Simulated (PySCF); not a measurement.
# C3H3BrN2 (4-Bromopyrazole): the cost of one run

Programs: PySCF 2.14.0, with routines of our own; each step states its level. All values are computed. Atoms count from 0.

### Step 1. The system as given

9 atoms, charge 0, multiplicity 1; geometry from: GFN2-xTB.

### Step 2. Optimising the geometry at PBE0-D3(BJ)/def2-SVP

What the job is given:

```
{"job": {"xc": "PBE0", "basis": "def2-SVP", "d3": "d3bj", "grid": 1, "maxiter": 30, "shake": 0.01, "kind": "geom"}, "charge": 0, "multiplicity": 1}
Br     2.790750     0.210830     0.224260
C      0.905200    -0.004460     0.066960
C      0.181880    -1.212320    -0.020010
N     -1.053900    -0.967630    -0.111290
N     -1.227890     0.344300    -0.103080
C     -0.048610     0.996520     0.011060
H      0.594700    -2.211330    -0.000920
H     -2.129480     0.763900    -0.161270
H      0.045160     2.063040     0.060550
```

The run is started by

```console
> OMP_NUM_THREADS=1 python heavy_run.py task.json out
```

One launch serves the whole session: the jobs run in the order shown.

Q: Estimate the wall time and peak memory of this first job on 1 thread of Arm Neoverse N1, shared host.

About 65 s, with a peak of 0.5 GiB.
